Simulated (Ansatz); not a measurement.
## CH₆OS₂Si, SMILES CSS[SiH2]O: a rigid torsion scan

Computed with Ansatz's Python interface.

The script, `ch6os2si_torsion.py`:
```python
import ansatz as az
from ase import Atoms


def main() -> None:
    atoms = Atoms(["C", "S", "S", "Si", "O", "H", "H", "H", "H", "H", "H"], positions=[
        [-0.9227, -0.712, 1.7835],
        [-1.4375, -0.7354, 0.0191],
        [-1.0031, 1.1683, -0.64],
        [1.149, 0.8901, -1.2186],
        [1.0964, -0.4141, -2.2777],
        [-1.5417, 0.124, 2.2889],
        [-1.1752, -1.6282, 2.2386],
        [0.1385, -0.4642, 1.8785],
        [1.5933, 2.1093, -1.848],
        [1.8896, 0.5533, 0.0038],
        [0.2788, -0.948, -2.2075],
    ])

    first = (
        az.Crystal.molecule_from_ase(atoms).calculation()
        .basis(gaussian="def2-SVP")
        .functional("HF")
        .relax(force_tolerance=0.02, max_steps=80)
    )
    atoms.positions = first.run(threads=1, pin="off").report["positions_ang"]

    start = atoms.get_dihedral(1, 2, 3, 4)
    energies = {}
    for turn in range(0, 360, 40):
        turned = atoms.copy()
        turned.set_dihedral(1, 2, 3, 4, start + turn, indices=[3, 4, 8, 9, 10])
        setup = (
            az.Crystal.molecule_from_ase(turned).calculation()
            .basis(gaussian="def2-SVP")
            .functional("HF")
        )
        energies[round((start + turn) % 360)] = setup.run(threads=1, pin="off").report["free_energy_ev"]
    floor = min(energies.values())
    print("dihedral S1-S2-Si3-O4 (deg)   E - E(min) (kJ/mol)")
    for angle, e in sorted(energies.items()):
        print(f"{angle:8d} {96.485332 * (e - floor):14.3f}  " + "#" * int(30 * (e - floor) / max(max(energies.values()) - floor, 1e-9)))


if __name__ == "__main__":
    main()
```

```console
$ python ch6os2si_torsion.py
dihedral S1-S2-Si3-O4 (deg)   E - E(min) (kJ/mol)
      21         15.849  ###################
      61          0.000
     101         10.071  ############
     141         14.536  #################
     181          7.211  ########
     221         15.616  ###################
     261         12.107  ##############
     301          3.888  ####
     341         24.308  ##############################
```

The scan is rigid and the energies are electronic, in a modest basis. With rigid groups the curve can differ much from the relaxed path, the start wasn't checked as a minimum of this torsion, and equivalent turns needn't return to the same energy. Timing: 46 s on 1 thread of Arm Neoverse V2, with other jobs on the host, peak memory 0.32 GiB.
